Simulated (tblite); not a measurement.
# C9H21B (tripropylborane): the cost of one run

Computed with tblite 0.8.0 (tight binding) and PySCF 2.14.0 (DFT, with response routines of our own); each step states its level. Atoms count from 0 throughout.

## 1. The starting structure

31 atoms, charge 0, multiplicity 1; geometry from: UFF geometry.

Bonds of the start (Å): B3–C4 1.60, B3–C7 1.61, C0–C1 1.52, C0–H10 1.10, C0–H11 1.12, C0–H12 1.10, C1–C2 1.52, C1–H13 1.12, C1–H14 1.11, C2–B3 1.60, C2–H15 1.10, C2–H16 1.12, C4–C5 1.52, C4–H17 1.12, C4–H18 1.12, C5–C6 1.53, C5–H19 1.11, C5–H20 1.12, C6–H21 1.11, C6–H22 1.10, C6–H23 1.11, C7–C8 1.53, C7–H24 1.11, C7–H25 1.12 and more.

## 2. GFN2-xTB relaxation, conformer 1

Job settings and geometry (Å):

```
{"job": {"xc": "GFN2-xTB", "basis": "xTB", "kind": "relax"}, "charge": 0, "multiplicity": 1}
C      0.069200     3.668400     0.422000
C      0.360300     2.181200     0.453000
C     -0.374200     1.427200    -0.643800
B     -0.065700    -0.137700    -0.604900
C      1.405300    -0.638800    -0.991500
C      2.142700    -1.240700     0.196700
C      3.572300    -1.632700    -0.183900
C     -1.153800    -1.254500    -0.197100
C     -2.546000    -0.703500     0.119900
C     -3.516200    -1.817800     0.522400
H      0.614500     4.184100     1.232400
H     -1.029900     3.844800     0.572900
H      0.368100     4.104000    -0.541800
H      0.066200     1.775300     1.452700
H      1.458900     2.044000     0.348000
H     -0.070700     1.818500    -1.627700
H     -1.468500     1.626400    -0.542900
H      1.317500    -1.396700    -1.810100
H      1.981700     0.231300    -1.386400
H      1.619500    -2.144200     0.566900
H      2.188500    -0.494100     1.033500
H      4.143100    -0.741600    -0.512600
H      3.564000    -2.382300    -0.983000
H      4.076400    -2.082600     0.701200
H     -0.780300    -1.807300     0.687700
H     -1.248900    -1.975500    -1.042300
H     -2.481100     0.028600     0.960100
H     -2.965000    -0.183000    -0.771300
H     -3.140200    -2.338100     1.424200
H     -3.615200    -2.549000    -0.302600
H     -4.504500    -1.384400     0.739500
```

Launch:

```console
$ OMP_NUM_THREADS=1 python ens_run.py task.json out
```

The driver reads the study from task.json and runs its stages one after another.

**Question.** How long does this first job take on 1 thread of Arm Neoverse V1, shared host?

About 3.2 s.
